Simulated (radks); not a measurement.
# Ionising tantalum step by step, Ta⁵⁷⁺ to Ta⁷²⁺

Aim: the successive ionisation energies of tantalum, each ion in the ground configuration that NIST lists, set against the tabulated values. Each value is a difference of total energies (Δ-SCF).

Program: radks (a radial shooting solver on a logarithmic mesh, Libxc functionals) version 1. Level of theory: non-relativistic Kohn-Sham, PBE, spin-polarised, spherical densities, point nucleus; open shells are filled with parallel spins first. These are calculated values, not measurements, unless marked.

**1. What is computed**

* element: tantalum (Z = 73)
* charges: 57 to 72
* first configuration: [Ne] 3s2 3p4
* last configuration: 1s1

The outer shells:

Ta⁵⁷⁺
```
[Ne] core
3s [↑↓]
3p [↑↓][↑ ][↑ ]
```

Ta⁷²⁺
```
1s [↑ ]
```

**2. Ta⁵⁷⁺, [Ne] 3s2 3p4**

The run's settings:

```text
Z 73
configuration [Ne] 3s2 3p4 4s0 3d0
relativity non-relativistic
functional pbe,pbe
spin polarised
nucleus point
```

**3. Ta⁵⁸⁺, [Ne] 3s2 3p3**

The run's settings:

```text
Z 73
configuration [Ne] 3s2 3p3
relativity non-relativistic
functional pbe,pbe
spin polarised
nucleus point
```

**4. Ta⁵⁹⁺, [Ne] 3s2 3p2**

The run's settings:

```text
Z 73
configuration [Ne] 3s2 3p2
relativity non-relativistic
functional pbe,pbe
spin polarised
nucleus point
```

**5. Ta⁶⁰⁺, [Ne] 3s2 3p1**

The run's settings:

```text
Z 73
configuration [Ne] 3s2 3p1
relativity non-relativistic
functional pbe,pbe
spin polarised
nucleus point
```

**6. Ta⁶¹⁺, [Ne] 3s2**

The run's settings:

```text
Z 73
configuration [Ne] 3s2
relativity non-relativistic
functional pbe,pbe
spin polarised
nucleus point
```

**7. Ta⁶²⁺, [Ne] 3s1**

The run's settings:

```text
Z 73
configuration [Ne] 3s1
relativity non-relativistic
functional pbe,pbe
spin polarised
nucleus point
```

**8. Ta⁶³⁺, [Ne]**

The run's settings:

```text
Z 73
configuration [Ne] 3s0 3p0
relativity non-relativistic
functional pbe,pbe
spin polarised
nucleus point
```

**9. Ta⁶⁴⁺, [He] 2s2 2p5**

The run's settings:

```text
Z 73
configuration [He] 2s2 2p5 3s0 3p0
relativity non-relativistic
functional pbe,pbe
spin polarised
nucleus point
```

**10. Ta⁶⁵⁺, [He] 2s2 2p4**

The run's settings:

```text
Z 73
configuration [He] 2s2 2p4
relativity non-relativistic
functional pbe,pbe
spin polarised
nucleus point
```

**11. Ta⁶⁶⁺, [He] 2s2 2p3**

The run's settings:

```text
Z 73
configuration [He] 2s2 2p3
relativity non-relativistic
functional pbe,pbe
spin polarised
nucleus point
```

**12. Ta⁶⁷⁺, [He] 2s2 2p2**

The run's settings:

```text
Z 73
configuration [He] 2s2 2p2
relativity non-relativistic
functional pbe,pbe
spin polarised
nucleus point
```

**13. Ta⁶⁸⁺, [He] 2s2 2p1**

The run's settings:

```text
Z 73
configuration [He] 2s2 2p1
relativity non-relativistic
functional pbe,pbe
spin polarised
nucleus point
```

**14. Ta⁶⁹⁺, [He] 2s2**

The run's settings:

```text
Z 73
configuration [He] 2s2
relativity non-relativistic
functional pbe,pbe
spin polarised
nucleus point
```

**15. Ta⁷⁰⁺, [He] 2s1**

The run's settings:

```text
Z 73
configuration [He] 2s1 2p0 3s0
relativity non-relativistic
functional pbe,pbe
spin polarised
nucleus point
```

**16. Ta⁷¹⁺, [He]**

The run's settings:

```text
Z 73
configuration [He] 2s0 2p0
relativity non-relativistic
functional pbe,pbe
spin polarised
nucleus point
```

**17. Ta⁷²⁺, 1s1**

The run's settings:

```text
Z 73
configuration 1s1 2s0 2p0
relativity non-relativistic
functional pbe,pbe
spin polarised
nucleus point
```

**Question.** What will these runs give? Wanted: for each run, species; configuration; Δ-SCF; −ε(HOMO); NIST; error.

**Answer**, as computed:

| species | configuration | Δ-SCF (eV) | −ε(HOMO) (eV) | NIST (eV) | error (%) |
| --- | --- | --- | --- | --- | --- |
| Ta⁵⁷⁺ | [Ne] 3s2 3p4 | 5686.2 | 5630.9 | 5785 (theory) | -1.7 |
| Ta⁵⁸⁺ | [Ne] 3s2 3p3 | 5833.9 | 5775.7 | 5907 (theory) | -1.2 |
| Ta⁵⁹⁺ | [Ne] 3s2 3p2 | 5949.7 | 5892.0 | 6364 (theory) | -6.5 |
| Ta⁶⁰⁺ | [Ne] 3s2 3p1 | 6063.5 | 6007.0 | 6502 (theory) | -6.7 |
| Ta⁶¹⁺ | [Ne] 3s2 | 6299.0 | 6248.7 | 6769 (theory) | -6.9 |
| Ta⁶²⁺ | [Ne] 3s1 | 6419.2 | 6368.6 | 6900 (theory) | -7.0 |
| Ta⁶³⁺ | [Ne] | 14991.8 | 14837.8 | 15137 (theory) | -1.0 |
| Ta⁶⁴⁺ | [He] 2s2 2p5 | 15297.8 | 15145.4 | 15461 (theory) | -1.1 |
| Ta⁶⁵⁺ | [He] 2s2 2p4 | 15598.1 | 15449.3 | 15820 (theory) | -1.4 |
| Ta⁶⁶⁺ | [He] 2s2 2p3 | 16006.5 | 15848.2 | 16150 (theory) | -0.9 |
| Ta⁶⁷⁺ | [He] 2s2 2p2 | 16321.0 | 16164.3 | 17840 (theory) | -8.5 |
| Ta⁶⁸⁺ | [He] 2s2 2p1 | 16629.4 | 16476.6 | 18250 (theory) | -8.9 |
| Ta⁶⁹⁺ | [He] 2s2 | 17056.7 | 16943.6 | 18760 (theory) | -9.1 |
| Ta⁷⁰⁺ | [He] 2s1 | 17348.6 | 17235.1 | 19088.5 (theory) | -9.1 |
| Ta⁷¹⁺ | [He] | 71255 | 70804 | 76852.0 (theory) | -7.3 |
| Ta⁷²⁺ | 1s1 | 72492 | 72038 | 78394.6 (theory) | -7.5 |

**Reading.** Reference values: NIST Atomic Spectra Database (exp. measured, semi-emp. semi-empirical, theory a theoretical value adopted there). Per unit of the charge left behind, the cost jumps most at Ta⁷¹⁺ ([He]): from 17348.6 to 71255 eV. There the highest level belongs to another shell. Minus the highest eigenvalue gives 99 to 99 % of the Δ-SCF value along the ladder. Relativity is left out here, which matters for elements this heavy. Open shells are spherical and high-spin; term and fine-structure splittings are not resolved.
